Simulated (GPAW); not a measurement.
## WAu in GPAW: the effect of target pressure

The system is WAu.

```
W Au
1.0
     0.00000    2.74798    2.74798
     2.74798    0.00000    2.74798
     2.74798    2.74798    0.00000
W Au
1 1
Direct
  0.00000 0.00000 0.00000
  0.75000 0.75000 0.75000
```

The cell was built by a generator and needn't be a form met in nature.

Alike in all runs:

* Program: GPAW 26.7.0
* Task: relaxation of cell and atoms
* Functional: PBE
* Potentials or basis: GPAW PAW data sets (gpaw-data 1.2.1)
* Cutoff: 600 eV
* Basis: pw
* k mesh: 8 × 8 × 8
* Occupations: fermi-dirac, width 0.05 eV
* Spin: no spin polarisation

Each run relaxes the cell or the atoms first.

```tsv
target pressure	target pressure	relaxed volume (Å³/atom)
0 GPa	-	24.76
2 GPa	2 GPa	24.39
5 GPa	5 GPa	23.86
10 GPa	10 GPa	?
20 GPa	20 GPa	22.00
30 GPa	30 GPa	21.09
```

**Question.** What does the run with target pressure 10 GPa give?

**Answer.** Relaxed volume 23.15 Å³/atom.

Worked out: In Murnaghan's law V^(-B') rises as a straight line in P. The other rows fit best with B' = 4.7, V0 = 24.76 Å³/atom and B0 = 126 GPa, which gives 23.14 Å³/atom at 10 GPa, against the run's 23.15.

Caveats: with this Au data set, volumes or pressures lay over 1.5 % or 2 GPa off other programs in two to four cells of ten; later steps reuse the first step's grids; the volume moved by over 15 % at a fixed basis, so the end points are rough (some runs).
